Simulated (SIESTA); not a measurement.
**SnTe3: band structure with PBEsol**

Crystal: SnTe3.

```xyz
4
Lattice="0.0000 3.8612 3.8612 3.8612 0.0000 3.8612 3.8612 3.8612 0.0000" Properties=species:S:1:pos:R:3 pbc="T T T"
Te    3.8612    3.8612    3.8612
Te    5.7918    5.7918    5.7918
Te    1.9306    1.9306    1.9306
Sn    0.0000    0.0000    0.0000
```

The cell comes from a database or a generator and needn't be the stable form of this composition.

```json
{
  "Program": "SIESTA 5.4.2",
  "Task": "band structure",
  "Functional": "PBEsol",
  "Potentials or basis": "PseudoDojo 0.4 standard (PBEsol files)",
  "Basis": "TZDP (energy shift 0.003 Ry; two zetas on semicore shells)",
  "Grid cutoff": "500 Ry",
  "Energy shift": "0.003 Ry",
  "k mesh": "6 × 6 × 6",
  "Occupations": "fermi-dirac, width 0.05 eV",
  "Spin": "no spin polarisation"
}
```

```yaml
Pressure: -2.0 GPa
Band_gap_on_the_k_mesh: none (metal or under the smearing width)
```

Levels at the corners of the path, in eV from the Fermi level:
| point | band 27 | band 28 | band 29 | band 30 | band 31 | band 32 | band 33 | band 34 | band 35 | band 36 |
| --- | --- | --- | --- | --- | --- | --- | --- | --- | --- | --- |
| Γ | -3.31 | -3.30 | -3.30 | -3.30 | -1.83 | -1.83 | -1.83 | 3.10 | 3.10 | 4.07 |
| X | -1.58 | -0.96 | -0.58 | -0.58 | 0.09 | 0.18 | 0.18 | 2.13 | 3.37 | 3.37 |
| W | -3.71 | -3.59 | -0.32 | -0.23 | 0.28 | 0.28 | 1.33 | 2.43 | 2.43 | 2.61 |
| K | -2.98 | -2.44 | -1.21 | -0.43 | -0.28 | 0.63 | 1.08 | 2.52 | 2.88 | 3.27 |
| Γ | -3.31 | -3.30 | -3.30 | -3.30 | -1.83 | -1.83 | -1.83 | 3.10 | 3.10 | 4.07 |
| L | -3.43 | -3.43 | -2.03 | -1.94 | 0.39 | 0.39 | 1.28 | 1.82 | 1.82 | 3.33 |
| U | -2.98 | -2.44 | -1.21 | -0.43 | -0.28 | 0.63 | 1.08 | 2.52 | 2.88 | 3.27 |
| W | -3.71 | -3.59 | -0.32 | -0.23 | 0.28 | 0.28 | 1.33 | 2.43 | 2.43 | 2.61 |
| L | -3.43 | -3.43 | -2.03 | -1.94 | 0.39 | 0.39 | 1.28 | 1.82 | 1.82 | 3.33 |
| K | -2.98 | -2.44 | -1.21 | -0.43 | -0.28 | 0.63 | 1.08 | 2.52 | 2.88 | 3.27 |
| U | -2.98 | -2.44 | -1.21 | -0.43 | -0.28 | 0.63 | 1.08 | 2.52 | 2.88 | 3.27 |
| X | -1.58 | -0.96 | -0.58 | -0.58 | 0.09 | 0.18 | 0.18 | 2.13 | 3.37 | 3.37 |

It took 2.2 min on 1 thread of Intel(R) Xeon(R) Platinum 8375C CPU @ 2.90GHz (Ice Lake) (shared host), peak memory 0.39 GiB.

Caveat: spin-orbit coupling is left out, which moves the levels of the heavy elements; the basis of atomic orbitals isn't converged, which shifts pressures, moduli and gaps.
